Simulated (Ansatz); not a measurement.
## Rh, space group P6_3/mmc: a projected density of states, step by step

Computed with the Ansatz DFT code, driven from Python.

Notebook, run cell by cell (the value of a cell's last expression is shown):

**Cell 1**
```python
import warnings

import ansatz as az
import numpy as np
```

**Cell 2**
```python
warnings.simplefilter("ignore", az.DeckWarning)
```

**Cell 3**
```python
cell = (
    az.Lattice.from_parameters(2.730979, 2.730979, 4.428489, alpha=90, beta=90, gamma=120)
    .space_group(194)
    .atom("Rh", [2 / 3, 1 / 3, 0.75])
)
```

**Cell 4**
```python
job = (
    cell.calculation()
    .functional("r2scan")
    .kpoints(length=26)
    .occupations("methfessel_paxton", width=0.15)
    .scf(extra_bands=10)
    .density_of_states(projected=True, energy_step=0.05)
)
session = job.session()
planned = session.plan(threads=1)
res = planned.execute()
report = res.report

report["kpoints_frac"][:4]
```
Output:
```text
[[0.0, 0.0, 0.0], [0.0, 0.0, 0.16666666666666666], [0.0, 0.0, 0.3333333333333333], [0.0, 0.0, -0.5]]
```

**Cell 5**
```python
report["n_iterations"], report["closed_by"]
```
Output:
```text
(7, 'deck_thresholds')
```

**Cell 6**
```python
type(res).__name__, type(report).__name__
```
Output:
```text
('RunOutcome', 'dict')
```

**Cell 7**
```python
dos = res.density_of_states()
energy = np.asarray(dos.energies_ev) - dos.fermi_ev
curves = {}
for site in res.projected_density_of_states().sites:
    for shell in site.shells:
        weight = sum(np.sum(curve.g_bin_mean_per_ev, axis=0) for curve in shell.curves)
        name = f"{site.species} {shell.label}"
        curves[name] = curves.get(name, 0) + weight
```

**Cell 8**
```python
step = energy[1] - energy[0]
windows = [(-6, -3), (-3, 0), (0, 6)]
print("states by shell in windows of E - E_F (eV):", windows)
for name, g in curves.items():
    print(f"{name:8s}", " ".join(f"{step * g[(energy >= a) & (energy < b)].sum():8.3f}" for a, b in windows))
filled = (energy < 0) & (energy > -6)
for name, g in curves.items():
    if g[filled].sum() * step > 0.5:
        print(f"centre of {name}: {np.average(energy[filled], weights=g[filled]):.2f} eV")
```
Output:
```text
states by shell in windows of E - E_F (eV): [(-6, -3), (-3, 0), (0, 6)]
Rh 4S       0.007    0.001    0.007
Rh 5S       0.832    0.347    1.059
Rh 4P       0.046    0.023    0.007
Rh 4D       7.866    8.280    3.599
centre of Rh 5S: -4.05 eV
centre of Rh 4D: -3.01 eV
```

What to keep in mind:
- Spin is left out of this run.
- For a metal this k-point mesh is coarse: on a finer one energies can move by several to tens of meV an atom and pressures by half a GPa or more, differences at one mesh by less.
- This isn't the structure that Rh takes at ambient conditions.
- Curves are summed over the cell's atoms. Only shells that the potentials hold have channels, so projections don't add up to the total, least of all where a shell is missing (p of most metals); heights and places of peaks move with the mesh.
- The density of states is complete only as far up as bands were computed.
- A band centre counts only the states inside the window taken.
- The whole script took 6.2 s on 1 thread of Arm Neoverse V1, with other jobs on the host, peak memory 0.42 GiB.
